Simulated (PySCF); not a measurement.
# MgBe at other levels of theory

What do other methods print for MgBe?

Method: method and basis as typed in the scripts; program: PySCF 2.14.0.

1 further run of the same task is left out (it didn't finish).

## (1) Starting geometry

MgBe: 2 atoms, charge 0, spin multiplicity 1.

Bond lengths: Mg1–Be2 2.315 Å.

## (2) The base run

input.py reads:

```python
from pyscf import gto, scf, ci

mol = gto.M(
    atom='Mg 0 0 0; Be 0 0 2.315',
    basis='def2-tzvp',
    charge=0,
    spin=0,
    verbose=4,
)
mf = scf.RHF(mol)
mf = mf.density_fit(auxbasis='def2-universal-jkfit')
mf.kernel()
ci.CISD(mf, frozen=1).kernel()
mf.dip_moment()
print('orbital energies (hartree):', mf.mo_energy[..., max(0, mol.nelec[1]-3):mol.nelec[0]+3].round(4))
```

Run with:

```
$ OMP_NUM_THREADS=1 python input.py
```

## (3) TDHF

Variant 1 changes step after the SCF: cisd → tddft; number of roots: none → 3.

Edit input.py of step 2 so:

```diff
@@ -1,2 +1,2 @@
-from pyscf import gto, scf, ci
+from pyscf import gto, scf, tdscf
 
@@ -12,3 +12,6 @@
 mf.kernel()
-ci.CISD(mf, frozen=1).kernel()
+td = tdscf.TDHF(mf)
+td.nstates = 3
+td.kernel()
+td.analyze()
 mf.dip_moment()
```

## (4) EOM-EE

Variant 2 changes step after the SCF: cisd → eomee; frozen orbitals: 1 → none; number of roots: none → 6.

Edit input.py of step 2 so:

```diff
@@ -1,2 +1,2 @@
-from pyscf import gto, scf, ci
+from pyscf import gto, scf, cc
 
@@ -12,3 +12,6 @@
 mf.kernel()
-ci.CISD(mf, frozen=1).kernel()
+mycc = cc.CCSD(mf)
+mycc.kernel()
+e = mycc.eeccsd(nroots=6)[0]
+print('roots (eV) =', (e*27.211386).round(3))
 mf.dip_moment()
```

## (5) UHF

Variant 3 changes SCF type: RHF → UHF.

input.py reads:

```python
from pyscf import gto, scf, ci

mol = gto.M(
    atom='Mg 0 0 0; Be 0 0 2.315',
    basis='def2-tzvp',
    charge=0,
    spin=0,
    verbose=4,
)
mf = scf.UHF(mol)
mf = mf.density_fit(auxbasis='def2-universal-jkfit')
mf.kernel()
ci.CISD(mf, frozen=1).kernel()
mf.dip_moment()
print('orbital energies (hartree):', [e[max(0, n-3):n+3].round(4) for e, n in zip(mf.mo_energy, mol.nelec)])
```

## (6) Stability test

Variant 4 changes step after the SCF: cisd → stability.

Edit input.py of step 2 so:

```diff
@@ -1,2 +1,2 @@
-from pyscf import gto, scf, ci
+from pyscf import gto, scf
 
@@ -12,3 +12,3 @@
 mf.kernel()
-ci.CISD(mf, frozen=1).kernel()
+mf.stability(internal=True, external=True)
 mf.dip_moment()
```

Before running it: what results should come out? Wanted: for each run, E(SCF); from base; gap; SCF dipole; after the SCF.

**Answer**, as computed:

```tsv
run	E(SCF) (hartree)	from base (eV)	cycles	gap (eV)	SCF dipole (D)	after the SCF
base	-214.141550	0	9	6.12	0.17	CISD correlation -7.089 eV, core frozen
TDHF	-214.141550	0.0000	9	6.12	0.17	lowest root found 1.27 eV
EOM-EE	-214.141550	0.0000	9	6.12	0.17	CCSD correlation -7.881 eV, first root 1.01 eV
UHF	-214.141550	0.0000	13	6.12	0.17	CISD correlation -7.089 eV, core frozen
stability test	-214.141550	0.0000	9	6.12	0.17	unstable: RHF/RKS -> UHF/UKS
```

**Reading.** With UHF the SCF ends at the base energy. The base needs 9 cycles and the run with UHF needs 13. The dearest run is “EOM-EE”, at 35 s against 0.96 s.
